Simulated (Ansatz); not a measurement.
# SiB4N: the cost of one run

Program: Ansatz 0.2.0. Level of theory: DFT PBE, scalar-relativistic, plane waves, PAW. These are calculated values, not measurements.

**1. The starting structure**

It takes space group P6/mmm (No. 191, hexagonal). Conventional cell: a = 3.312 Å, b = 3.312 Å, c = 5.884 Å, α = 90.00°, β = 90.00°, γ = 120.00°. Si (site symmetry 6/mmm) has 2 B at 1.56 Å in its first shell of neighbours. B (site symmetry 6mm) has 1 N at 1.38 Å and 1 Si at 1.56 Å in its first shell of neighbours. B (site symmetry -6m2) has 3 B at 1.91 Å and 3 N at 1.91 Å in its first shell of neighbours. N (site symmetry 6/mmm) is surrounded by 2 B at 1.38 Å.

As a file:

```
Si B N
1.0
     3.31202    0.00000    0.00000
    -1.65601    2.86830    0.00000
     0.00000    0.00000    5.88410
Si B N
1 4 1
Direct
  0.00000 0.00000 0.00000
  0.00000 0.00000 0.73452
  0.00000 0.00000 0.26548
  0.33333 0.66667 0.50000
  0.66667 0.33333 0.50000
  0.00000 0.00000 0.50000
```

A structure generator made this guess: random cell by space group and Wyckoff sites (P6/mmm, No. 191). Lengths come from tabulated atomic sizes and are only a guess.

**2. The guess as it stands, on a coarse mesh**

input.yaml

```yaml
crystal:
  lattice:
    - [3.31202384, 0.0, 0.0]
    - [-1.65601192, 2.86829678, 0.0]
    - [0.0, 0.0, 5.884095]
  atoms:
    - { symbol: Si, position: [0.0, 0.0, 0.0] }
    - { symbol: B, position: [0.0, 0.0, 0.73451518] }
    - { symbol: B, position: [0.0, 0.0, 0.26548482] }
    - { symbol: B, position: [0.33333333, 0.66666667, 0.5] }
    - { symbol: B, position: [0.66666667, 0.33333333, 0.5] }
    - { symbol: "N", position: [0.0, 0.0, 0.5] }
basis:
  ecutwfc: 420
kpoints:
  mp_grid: { grid: [6, 6, 4] }
hamiltonian:
  xc: pbe
scf:
  occupations: { method: gaussian, width: 0.1 }
  lower_state_search: "off"
output:
  forces: true
  stress: true
  eigenvalues: true
```

Command:

```bash
$ ansatz run input.yaml --threads 1 --pin off --max-ram 2560MiB --backend cpu --events-out ev --progress --plain --runs-dir out
```

**Question.** How long does this run take on 1 thread of Intel Xeon at 2.50GHz (Skylake/Cascade Lake), shared host, and how much memory does it need?

About 3.7 s, with a peak of 0.34 GiB.
